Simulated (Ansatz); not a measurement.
# ScTaN (P-3m1) in Ansatz: settings compared

One crystal, ScTaN, is run at these levels: PBEsol+D3(BJ)-ATM, PBEsol+D4; tasks: relaxation of cell and atoms.

Everything below comes from runs of Ansatz 0.2.0. Logs are shortened: lines on timing, memory, paths and dates and some standing lists are left out, and cuts for length are marked.

### Step 1. The structure

The structure is trigonal, space group P-3m1 (No. 164). The conventional cell has a = 3.085 Å, b = 3.085 Å, c = 10.340 Å, α = 90.00°, β = 90.00°, γ = 120.00°. Around Ta (site symmetry 3m) lie 3 N at 2.20 Å. Around Sc (site symmetry -3m) lie 6 Sc at 3.09 Å and 6 Ta at 3.10 Å. Sc (site symmetry -3m) has 6 N at 2.23 Å as nearest neighbours. N (site symmetry 3m) is surrounded by 3 Ta at 2.20 Å and 3 Sc at 2.23 Å.

The cell comes from a database or a generator and needn't be the stable form of this composition.

### Step 2. Relaxation of cell and atoms, PBEsol+D3(BJ)-ATM

Input file input.yaml:

```yaml
crystal:
  lattice:
    - [3.0850655424, 0.0, 0.0]
    - [-1.5425327712, 2.6717451321, 0.0]
    - [0.0, 0.0, 10.340136]
  atoms:
    - { symbol: Ta, position: [0.3333333333, 0.6666666667, 0.245631] }
    - { symbol: Ta, position: [0.6666666667, 0.3333333333, 0.754369] }
    - { symbol: Sc, position: [0.0, 0.0, 0.0] }
    - { symbol: Sc, position: [0.0, 0.0, 0.5] }
    - { symbol: "N", position: [0.3333333333, 0.6666666667, 0.629841] }
    - { symbol: "N", position: [0.6666666667, 0.3333333333, 0.370159] }
hamiltonian:
  xc: pbesol
  pseudopotentials: { kind: paw }
  dispersion: d3bjatm
kpoints:
  mp_grid: { grid: [10, 10, 3] }
scf:
  occupations: { method: fermi_dirac, width: 0.05 }
output:
  forces: true
  stress: true
  eigenvalues: true
relax:
  f_tol: 0.01
  max_steps: 40
  cell: { stress_tol: 0.05 }
```

Potentials or basis: Ansatz PAW.

Command:

```bash
$ ansatz run input.yaml --threads 2 --pin off --max-ram 5632MiB --backend cpu --events-out ev --progress --plain --runs-dir out
```

The log of the run:

```text
Warning: RAYON_NUM_THREADS=2 ignored (pool sized by the plan → 2); use --threads N
Engine: ansatz 0.2.0, x86_64-unknown-linux-gnu
Pseudopotentials: kind: paw
Pseudopotential: Ta, paw, valence charge 13, recommended cutoff 420 eV (normal), Ta.paw.azcp
Pseudopotential: Sc, paw, valence charge 11, recommended cutoff 420 eV (normal), Sc.paw.azcp
Pseudopotential: N, paw, valence charge 5, recommended cutoff 420 eV (normal), N.paw.azcp
Functional definition: PBEsol
  exchange = pbesol_x
  correlation = pbesol_c
Crystal: 6 atoms, lattice volume = 85.229 Å³
Basis set: ecut = 420 eV, 1631 PW (Γ), exchange–correlation on 48×48×144 points (8 copies of the dense FFT grid, shifted against one another)
Bands: 35, of which v1, the nominal top of the filled ones, is band 29 counted from 1 (28 counted from 0)
Symmetry: 12 space group operations
Space group: P-3m1 (ITA 164), of the structure as read, at distance tolerance 4.4e-5 Å
k-points: 36 of 300
Non-local potential: Ta, projectors of the file, l = 0: 3, l = 1: 2, l = 2: 2, l = 3: 1
Non-local potential: Sc, projectors of the file, l = 0: 3, l = 1: 2, l = 2: 3, l = 3: 1
Non-local potential: N, projectors of the file, l = 0: 2, l = 1: 2, l = 2: 1
PAW form: soft (Blöchl's): semilocal exchange-correlation on the pseudo side does not see the compensation charge
PAW frozen core: Ta, regenerated for the run's functional, and the local potential with it (the file was generated under x = pbe(κ = 0.804, μ = 0.2195149727645171), c = pbe(β = 0.06672455060314922))
PAW frozen core: Sc, regenerated for the run's functional, and the local potential with it (the file was generated under x = pbe(κ = 0.804, μ = 0.2195149727645171), c = pbe(β = 0.06672455060314922))
PAW frozen core: N, regenerated for the run's functional, and the local potential with it (the file was generated under x = pbe(κ = 0.804, μ = 0.2195149727645171), c = pbe(β = 0.06672455060314922))
PAW one-centre angular grid: Ta, 590 points (default); XC on 64 Gauss nodes
PAW one-centre angular grid: Sc, 590 points (default); XC on 64 Gauss nodes
PAW one-centre angular grid: N, 110 points (default); XC on 64 Gauss nodes
Initial density: superposition of atomic densities (neutral atoms: chi_scale 0, normalization atom), corrected by the library's trained network
Initial wavefunctions: pseudopotential atomic-orbital guess
Functional: x = pbesol(κ = 0.804, μ = 0.12345679012345678), c = pbesol(β = 0.046)
SCF iter   1: F=—  HF=-24602.045176 eV  |F-HF|=—  |Δ(HF+E_count)|=         —  Δρ=1.22e-2  dr2=6.28e-1  ethr=1.77e-3  ⟨swp⟩=5.1  Hψ=5097  notcnv=0
preconditioner: auto → Kerker (q_TF=auto, 2.559 Å⁻¹)  [metal: Δε(μ)=0.052 eV  Ē_g=6.916 eV  σ=0.050 eV  W_gap=0.25  n_scr=26 (ndim 8)  ℏωp=20.5 eV  f_vac=0.000  D(μ)=3.25/eV (n_scr^D=26)]
SCF iter   2: F=—  HF=-24602.003231 eV  |F-HF|=—  |Δ(HF+E_count)|=   4.19e-2  Δρ=4.60e-3  dr2=1.57e-1  ethr=1.08e-3  ⟨swp⟩=2.1  Hψ=1644  notcnv=0  defer=3
SCF iter   3: F=—  HF=-24601.992986 eV  |F-HF|=—  |Δ(HF+E_count)|=   1.02e-2  Δρ=2.36e-3  dr2=2.82e-2  ethr=2.70e-4  ⟨swp⟩=2.2  Hψ=1483  notcnv=0  defer=3
SCF iter   4: F=—  HF=-24601.990548 eV  |F-HF|=—  |Δ(HF+E_count)|=   2.44e-3  Δρ=9.80e-4  dr2=2.32e-3  ethr=4.87e-5  ⟨swp⟩=2.0  Hψ=1764  notcnv=0  defer=3
SCF iter   5: F=—  HF=-24601.990134 eV  |F-HF|=—  |Δ(HF+E_count)|=   4.14e-4  Δρ=3.03e-4  dr2=1.50e-4  ethr=4.01e-6  ⟨swp⟩=2.1  Hψ=1760  notcnv=0  defer=3
SCF iter   6: F=—  HF=-24601.990112 eV  |F-HF|=—  |Δ(HF+E_count)|=   2.16e-5  Δρ=1.29e-4  dr2=5.32e-5  ethr=2.59e-7  ⟨swp⟩=2.0  Hψ=1601  notcnv=0  defer=3
SCF iter   7: F=—  HF=-24601.990046 eV  |F-HF|=—  |Δ(HF+E_count)|=   6.65e-5  Δρ=3.77e-5  dr2=1.29e-6  ethr=9.17e-8  ⟨swp⟩=2.0  Hψ=1356  notcnv=0  defer=3
SCF iter   8: F=—  HF=-24601.990046 eV  |F-HF|=—  |Δ(HF+E_count)|=   1.57e-7  Δρ=8.90e-6  dr2=1.06e-7  ethr=2.23e-9  ⟨swp⟩=2.0  Hψ=1662  notcnv=0  defer=3
SCF iter   9: F=-24601.990046 eV  HF=-24601.990046 eV  |F-HF|=2.25e-9  |Δ(HF+E_count)|=   1.04e-8  Δρ=2.44e-6  dr2=4.34e-9  ethr=1.72e-10  ⟨swp⟩=5.8  Hψ=4493  notcnv=0
SCF 1 converged in 9 iterations: F = -24601.990046 eV  dr2 = 4.34e-9
relax step   1: F+E_penalty+E_count = -24601.99004572 eV  Δ(F+E_penalty+E_count) = +0.000e0 eV  max|allowed force component| = 3.524e-1 eV/Å  Δτ_max = 0.0000 Å  P = -10.903 GPa  Ω = 85.229 Å³  (9 SCF iters, dr2 threshold 1.00e-7 eV, accepted)
Crystal: 6 atoms, lattice volume = 75.631 Å³
Basis set: ecut = 420 eV, 1473 PW (Γ), exchange–correlation on 48×48×144 points (8 copies of the dense FFT grid, shifted against one another)
Initial density: handed on by an earlier stage of this run
Initial wavefunctions: those handed on with the density
SCF iter   1: F=—  HF=-24602.585428 eV  |F-HF|=—  |Δ(HF+E_count)|=         —  Δρ=3.85e-2  dr2=1.20e1  ethr=3.10e-3  ⟨swp⟩=10.8  Hψ=5806  notcnv=0  defer=1
preconditioner: auto → Kerker (q_TF=auto, 2.610 Å⁻¹)  [metal: Δε(μ)=0.016 eV  Ē_g=7.057 eV  σ=0.050 eV  W_gap=0.08  n_scr=26 (ndim 8)  ℏωp=21.8 eV  f_vac=0.000  D(μ)=2.68/eV (n_scr^D=24)]
SCF iter   2: F=—  HF=-24602.154599 eV  |F-HF|=—  |Δ(HF+E_count)|=   4.31e-1  Δρ=2.10e-2  dr2=4.72e0  ethr=3.10e-3  ⟨swp⟩=2.6  Hψ=1759  notcnv=0  defer=13
SCF iter   3: F=—  HF=-24601.860986 eV  |F-HF|=—  |Δ(HF+E_count)|=   2.94e-1  Δρ=5.00e-3  dr2=2.16e-1  ethr=3.10e-3  ⟨swp⟩=3.2  Hψ=2294  notcnv=0  defer=13
SCF iter   4: F=—  HF=-24601.842877 eV  |F-HF|=—  |Δ(HF+E_count)|=   1.81e-2  Δρ=1.66e-3  dr2=3.99e-3  ethr=3.73e-4  ⟨swp⟩=3.2  Hψ=1747  notcnv=0  defer=9
[... 58 lines left out ...]
Crystal: 6 atoms, lattice volume = 80.554 Å³
iter 1 solved again at ethr=1.64e-7 eV; its pass at ethr=3.10e-3 eV (dr2=9.49e-5 eV) is discarded
SCF iter   1: F=—  HF=-24602.153773 eV  |F-HF|=—  |Δ(HF+E_count)|=         —  Δρ=1.06e-4  dr2=9.38e-5  ethr=1.64e-7  ⟨swp⟩=1.0  Hψ=5403  notcnv=0
preconditioner: auto → Kerker (q_TF=auto, 2.583 Å⁻¹)  [metal: Δε(μ)=0.078 eV  Ē_g=7.258 eV  σ=0.050 eV  W_gap=0.35  n_scr=26 (ndim 8)  ℏωp=21.1 eV  f_vac=0.000  D(μ)=2.81/eV (n_scr^D=26)]
SCF iter   2: F=—  HF=-24602.153716 eV  |F-HF|=—  |Δ(HF+E_count)|=   5.62e-5  Δρ=3.78e-5  dr2=1.58e-5  ethr=1.62e-7  ⟨swp⟩=1.1  Hψ=1264  notcnv=0
SCF iter   3: F=—  HF=-24602.153713 eV  |F-HF|=—  |Δ(HF+E_count)|=   3.09e-6  Δρ=1.94e-5  dr2=3.90e-6  ethr=2.72e-8  ⟨swp⟩=1.0  Hψ=1260  notcnv=0
SCF iter   4: F=—  HF=-24602.153713 eV  |F-HF|=—  |Δ(HF+E_count)|=   3.40e-7  Δρ=7.97e-6  dr2=1.63e-7  ethr=6.73e-9  ⟨swp⟩=1.4  Hψ=1279  notcnv=0
SCF iter   5: F=-24602.153713 eV  HF=-24602.153713 eV  |F-HF|=1.08e-8  |Δ(HF+E_count)|=   1.67e-8  Δρ=4.51e-6  dr2=1.62e-8  ethr=5.35e-11  ⟨swp⟩=5.6  Hψ=4334  notcnv=0
SCF 7 converged in 5 iterations: F = -24602.153713 eV  dr2 = 1.62e-8
relax step   7: F+E_penalty+E_count = -24602.15371295 eV  Δ(F+E_penalty+E_count) = -7.856e-5 eV  max|allowed force component| = 2.057e-4 eV/Å  Δτ_max = 0.0004 Å  P = +0.007 GPa  Ω = 80.554 Å³  energy of the carried Pulay correction = +6.568e-5 eV  (5 SCF iters, dr2 threshold 3.10e-8 eV, accepted)
iter 1 solved again at ethr=6.36e-8 eV; its pass at ethr=3.10e-3 eV (dr2=3.69e-5 eV) is discarded
SCF iter   1: F=—  HF=-24602.153691 eV  |F-HF|=—  |Δ(HF+E_count)|=         —  Δρ=4.96e-6  dr2=1.53e-8  ethr=6.36e-8  ⟨swp⟩=3.4  Hψ=8299  notcnv=0
preconditioner: auto → Kerker (q_TF=auto, 2.583 Å⁻¹)  [metal: Δε(μ)=0.077 eV  Ē_g=7.258 eV  σ=0.050 eV  W_gap=0.35  n_scr=26 (ndim 8)  ℏωp=21.1 eV  f_vac=0.000  D(μ)=2.81/eV (n_scr^D=26)]
SCF iter   2: F=—  HF=-24602.153638 eV  |F-HF|=—  |Δ(HF+E_count)|=   5.28e-5  Δρ=2.49e-6  dr2=6.33e-9  ethr=2.64e-11  ⟨swp⟩=2.7  Hψ=2461  notcnv=0
SCF iter   3: F=—  HF=-24602.153638 eV  |F-HF|=—  |Δ(HF+E_count)|=  2.66e-10  Δρ=1.08e-6  dr2=2.51e-9  ethr=1.09e-11  ⟨swp⟩=1.0  Hψ=1260  notcnv=0
SCF iter   4: F=—  HF=-24602.153638 eV  |F-HF|=—  |Δ(HF+E_count)|=  3.53e-10  Δρ=3.06e-7  dr2=5.49e-10  ethr=4.32e-12  ⟨swp⟩=2.0  Hψ=1416  notcnv=0
SCF iter   5: F=-24602.153638 eV  HF=-24602.153638 eV  |F-HF|=1.09e-11  |Δ(HF+E_count)|=  2.91e-11  Δρ=1.92e-7  dr2=2.56e-11  ethr=1.00e-12  ⟨swp⟩=4.2  Hψ=4575  notcnv=0
SCF 8 converged in 5 iterations: F = -24602.153638 eV  dr2 = 2.56e-11
relax step   8: F+E_penalty+E_count = -24602.15363786 eV  Δ(F+E_penalty+E_count) = +7.509e-5 eV  max|allowed force component| = 2.029e-4 eV/Å  Δτ_max = 0.0000 Å  P = +0.007 GPa  Ω = 80.554 Å³  stress off target by 1.79e-2 GPa  SCF on the basis re-selected at this cell (its energy is not comparable with the rows above)  (5 SCF iters)
basis re-selected at this cell: Δ(F+E_penalty+E_count) = +7.509e-5 eV, ΔP = -0.000 GPa vs the last step (what re-selecting the basis moved, of the pressure what is left beyond the Pulay correction that the steps carried, after the strain that the cell walked since its last selection, with what the two solves' SCF thresholds leave and, on support functions, any second-order correction that the steps lacked; it is no measure of the basis error at this ecutwfc). This SCF's stress stands 1.79e-2 GPa from its target on what of the cell is left free (relax.cell.stress_tol is 5.00e-2 GPa) and its largest allowed force component is 2.03e-4 eV/Å (relax.f_tol is 1.00e-2 eV/Å): within both
SCF converged after 5 iterations
Free energy (F): -24602.153638 eV
Harris-Foulkes:  -24602.153638 eV  (|F-HF|=1.09e-11)
Internal energy: -24602.129809 eV  (E = F + TS)
E sigma→0 (E₀):  -24602.141724 eV
Entropy (-TS):   -0.023828 eV (-3.971 meV/atom)
Fermi energy:    16.348826 eV
--- Per-component energies (eV) ---
  E_band       = -398.697172
  E_kinetic    = 1527.835415
  E_local      = -3095.991097  (includes V_loc(G=0)·N_el)
  E_nonlocal   = 291.303486
  E_hartree    = 1101.906996
  E_xc         = -765.689854
  E_vxc        = -824.763527  (∫ρ·V_xc dr)
  E_paw        = -18654.252794  (= ΣΔE_a)
  E_vpaw       = -500.896013  (= ΣTr[D̂ρ^β])
  E_aug_tail   = 0.000529  (compensation charges beyond the density's cutoff)
  E_ewald      = -5005.383685
  E_disp       = -2.600347  (pairwise vdW)
  E_core_change = 0.741541  (= ΣΔE_core)
  E_smearing   = -0.023828  (= −TS)
  E_closure    = -0.000000  (closes the sum)
  Σ components = -24602.153638   (vs F -24602.153638, Δ=0.00e0)
--- Forces (eV/Å), atoms counted from 1 ---
  atom   1  Ta    -0.00000000     0.00000000     0.00020285
  atom   2  Ta     0.00000000     0.00000000    -0.00020285
  atom   3  Sc    -0.00000000     0.00000000     0.00000000
  atom   4  Sc     0.00000000    -0.00000000     0.00000000
  atom   5  N     -0.00000000     0.00000000    -0.00019934
  atom   6  N      0.00000000    -0.00000000     0.00019934
  max |Σ_I F_I| component: 5.20e-18 eV/Å
--- Stress (GPa, compression-positive) ---
        0.001505       0.000000      -0.000000
        0.000000       0.001505      -0.000000
       -0.000000       0.000000       0.017902
  P = ⅓ Tr σ = 0.0070 GPa (0.070 kbar)
--- Band table (eV; the first three rows and the last of 36) ---
  k-point 0: bands = ["-51.5431", "-51.5431", "-32.4553", "-32.0695", "-18.2184", "-18.1986", "-17.7397", "-17.7397", "-17.7396", "-17.7396", "-11.4664", "-10.9110", "-10.9110", "-10.7771", "-10.5303", "-10.5303", "0.1508", "1.1309", "8.7075", "10.3652", "11.7230", "11.7230", "11.8749", "12.5861", "12.5861", "15.0007", "15.1147", "16.9181", "16.9181", "17.1043", "17.1765", "17.8143", "17.8143", "18.1458", "18.1458"]
  k-point 1: bands = ["-51.5431", "-51.5431", "-32.4553", "-32.0695", "-18.2135", "-18.2034", "-17.7397", "-17.7397", "-17.7396", "-17.7396", "-11.4656", "-10.9110", "-10.9110", "-10.7780", "-10.5303", "-10.5303", "0.1561", "1.1240", "8.7775", "10.1563", "11.7266", "11.7266", "12.1269", "12.5786", "12.5786", "14.4777", "15.7545", "16.4881", "16.9786", "16.9786", "17.6073", "17.6073", "17.6501", "18.4602", "18.4602"]
  k-point 2: bands = ["-51.5383", "-51.5383", "-32.4441", "-32.0597", "-18.2047", "-18.1870", "-17.8140", "-17.8134", "-17.7563", "-17.7561", "-11.4453", "-10.9949", "-10.9275", "-10.7676", "-10.5934", "-10.5444", "0.2905", "1.1586", "8.9821", "10.3930", "11.5371", "11.7252", "11.7632", "12.5584", "12.5597", "14.9816", "15.1687", "16.0319", "16.9752", "17.1430", "17.3034", "17.4745", "17.6415", "18.4419", "18.6288"]
  k-point 35: bands = ["-51.4872", "-51.4872", "-32.3230", "-31.9551", "-18.3285", "-18.3273", "-18.1767", "-18.1753", "-18.0490", "-18.0486", "-11.5477", "-11.3869", "-11.2202", "-11.0265", "-10.9051", "-10.6666", "1.4107", "1.5233", "9.8260", "10.5298", "10.6882", "10.8739", "11.4156", "11.5119", "14.6768", "14.7874", "14.9267", "15.3794", "15.9978", "16.2868", "18.1874", "18.5318", "18.8342", "19.1759", "19.5450"]
--- Relaxed structure (6 steps of the walk, 5 accepted, 2 SCFs on fresh bases) ---
  F+E_penalty+E_count = -24602.15363786 eV   max|allowed force component| = 2.029e-4 eV/Å   (the final SCF, on the basis selected at the relaxed cell)
  cell:  # Å, volume = 80.5542 Å³
    - [3.030464835007478, 1.4063877990842454e-36, -8.717932285061786e-18]
    - [-1.515232417503739, 2.624459532391893, 4.3589661425308954e-18]
    - [-2.921967271901162e-17, 9.050408346171975e-33, 10.1283586859056]
  atoms:
    - { symbol: Ta, position: [0.3333333333333333, 0.6666666666666666, 0.2446714323744311] }
    - { symbol: Ta, position: [0.6666666666666665, 0.3333333333333333, 0.7553285676255689] }
    - { symbol: Sc, position: [-1.23375657727543e-34, -4.0610438281636583e-35, -5.242688164282894e-21] }
    - { symbol: Sc, position: [0.0, -9.7302359827342e-35, 0.5] }
    - { symbol: N, position: [0.3333333333333333, 0.6666666666666666, 0.6300029322270032] }
    - { symbol: N, position: [0.6666666666666665, 0.3333333333333333, 0.3699970677729968] }
```

Wall time 9.9 s (2 threads of AMD EPYC 9R45 (Zen 5), shared host); peak memory 0.52 GiB.

What came out:

```
Free energy                            : -24602.1536 eV
Relaxed volume                         : 13.43 Å³/atom
Relaxed cell                           : a = 3.030 Å, b = 3.030 Å, c = 10.128 Å, α = 90.00°, β = 90.00°, γ = 120.00°
Space group after relaxing (to 0.05 Å) : P-3m1 (No. 164)
Energy gained by relaxing              : 27.3 meV/atom
Ionic steps                            : 7
Pressure after relaxing                : 0.0 GPa
Band gap on the k mesh                 : none (metal or under the smearing width)
```

The path:
| step | energy change (eV) | largest force (eV/Å) | volume (Å³) |
| --- | --- | --- | --- |
| 1 | 0.0000 | 0.3524 | 85.23 |
| 2 | -0.1659 | 0.0827 | 81.09 |
| 3 | -0.1693 | 0.0091 | 80.55 |
| 4 | -0.1693 | 0.0062 | 80.59 |
| 5 | -0.1636 | 0.0063 | 80.59 |
| 6 | -0.1637 | 0.0002 | 80.55 |
| 7 | -0.1636 | 0.0002 | 80.55 |

Final structure:
```
Ta Sc N
1.0
     3.03046    0.00000    0.00000
    -1.51523    2.62446    0.00000
     0.00000    0.00000   10.12836
Ta Sc N
2 2 2
Direct
  0.33333 0.66667 0.24467
  0.66667 0.33333 0.75533
  0.00000 0.00000 0.00000
  0.00000 0.00000 0.50000
  0.33333 0.66667 0.63000
  0.66667 0.33333 0.37000
```

Levels at points of the mesh, in eV from the Fermi level:
| k point | band 25 | band 26 | band 27 | band 28 | band 29 | band 30 | band 31 | band 32 | band 33 | band 34 |
| --- | --- | --- | --- | --- | --- | --- | --- | --- | --- | --- |
| (0.00, 0.00, 0.00) | -3.76 | -1.35 | -1.23 | 0.57 | 0.57 | 0.76 | 0.83 | 1.47 | 1.47 | 1.80 |
| (0.00, -0.50, 0.00) | -2.87 | -1.85 | -1.26 | -0.91 | -0.36 | 0.39 | 0.65 | 2.07 | 2.48 | 3.90 |

Caveat: the plane-wave basis is chosen anew once the cell has moved, so the energies of steps on either side of that aren't comparable; pairwise dispersion overbinds metals, which lowers pressure and volume; the PAW data sets come from PBE, with cores solved anew for the run's functional, which leaves a small shift of forces and pressure.

(Continued in part 2 of 2.)
